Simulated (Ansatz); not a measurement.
# C2H5GeN: up Jacob's ladder to CCSD(T)

One table from this session's results is given with a row withheld; the runs are named, their logs left out.

Computed with Ansatz 0.2.0, Gaussian basis. Level: functionals in def2-TZVPP, the program's frozen cores in correlated methods.

Levels to be run: LDA (SPW92), PBE-D4, revPBE-D4, BLYP-D4, r2SCAN-D4, B97M-V, PBE0-D4, B3LYP-D4, r2SCANh-D4, r2SCAN0-D4, HSE06-D4, BHLYP-D4, CAM-B3LYP-D4, LC-ωPBE, ωB97X-V, ωB97M-V, B2PLYP, PBE-QIDH; CCSD(T)/def2-SVP; CCSD(T)/def2-TZVPP; MP2/def2-QZVPP; extrapolation to the limit; RPA on PBE.

## The geometry

The geometry comes from an earlier relaxation with PBE0-D4 in a triple-zeta def2 set; it is a stationary point, not always the lowest conformer.

SMILES `[CH3][GeH]1[CH]=[N]1`, 9 atoms, charge 0, spin multiplicity 1.

Atoms are counted from 1 here; the program's logs count them from 0.

Bond lengths: C1–Ge2 1.940 Å, C1–H5 1.090 Å, C1–H6 1.090 Å, C1–H7 1.090 Å, Ge2–C3 1.886 Å, Ge2–N4 1.978 Å, Ge2–H8 1.528 Å, C3–N4 1.250 Å, C3–H9 1.093 Å. Angles: Ge2–C1–H5 110.1°, Ge2–C1–H6 108.5°, Ge2–C1–H7 110.8°, H5–C1–H6 109.2°, H5–C1–H7 109.1°, H6–C1–H7 109.1°, C1–Ge2–C3 121.3°, C1–Ge2–N4 110.8°, C1–Ge2–H8 118.6°, C3–Ge2–N4 37.7°, C3–Ge2–H8 118.9°, N4–Ge2–H8 109.1°, Ge2–C3–N4 75.2°, Ge2–C3–H9 151.9°, N4–C3–H9 133.0°, Ge2–N4–C3 67.2°.

The first run:

Input file in.yaml:

```yaml
crystal:
  periodic: [false, false, false]
  atoms:
    - {symbol: C, position_ang: [-0.751295, 0.757549, -1.002389]}
    - {symbol: Ge, position_ang: [-0.049931, -0.725232, 0.033952]}
    - {symbol: C, position_ang: [0.879868, -0.439294, 1.649555]}
    - {symbol: N, position_ang: [1.740739, -0.294269, 0.754458]}
    - {symbol: H, position_ang: [-0.282248, 0.781015, -1.986479]}
    - {symbol: H, position_ang: [-0.527229, 1.684837, -0.475567]}
    - {symbol: H, position_ang: [-1.831053, 0.668384, -1.123539]}
    - {symbol: H, position_ang: [-0.009445, -2.111446, -0.606715]}
    - {symbol: H, position_ang: [0.919194, -0.367942, 2.739624]}
basis:
  gaussian: {orbitals: def2-TZVPP}
hamiltonian: {xc: lda}
output: {orbitals: {seedname: orbitals}}
```

On the command line:

```sh
$ ansatz run in.yaml --threads 2 --pin off --events-out ev --progress --plain --max-ram 4352MiB
```

Steps of the session up to this table: LDA; PBE-D4 (GGA); revPBE-D4 (GGA); BLYP-D4 (GGA); r2SCAN-D4 (meta-GGA); B97M-V (meta-GGA); B3LYP-D4 (hybrid); r2SCANh-D4 (hybrid); r2SCAN0-D4 (hybrid); HSE06-D4 (hybrid); BHLYP-D4 (hybrid); CAM-B3LYP-D4 (range-separated); LC-ωPBE (range-separated); ωB97X-V (range-separated); ωB97M-V (range-separated); B2PLYP (double hybrid); PBE-QIDH (double hybrid).

One of the session's tables, all rows but one given; the rest of the session is left out.

It belongs to the step «Frontier levels by functional». 

| functional | HOMO (eV) | gap (eV) |
| --- | --- | --- |
| LDA (SPW92) | -5.20 | 3.37 |
| PBE-D4 | -5.04 | 3.46 |
| revPBE-D4 | -4.97 | 3.50 |
| BLYP-D4 | -4.90 | 3.47 |
| r2SCAN-D4 | -5.24 | 3.88 |
| B97M-V | ? | ? |
| PBE0-D4 | -6.07 | 5.65 |
| B3LYP-D4 | -5.89 | 5.20 |
| r2SCANh-D4 | -5.62 | 4.70 |
| r2SCAN0-D4 | -6.21 | 5.88 |
| HSE06-D4 | -5.68 | 4.87 |
| BHLYP-D4 | -7.00 | 7.42 |
| CAM-B3LYP-D4 | -7.31 | 7.88 |
| LC-ωPBE | -8.54 | 10.24 |
| ωB97X-V | -8.23 | 9.83 |
| ωB97M-V | -8.15 | 9.58 |

Q: Estimate the row for B97M-V from the others.

**Answer.** HOMO (eV): -5.20; gap (eV): 4.01.
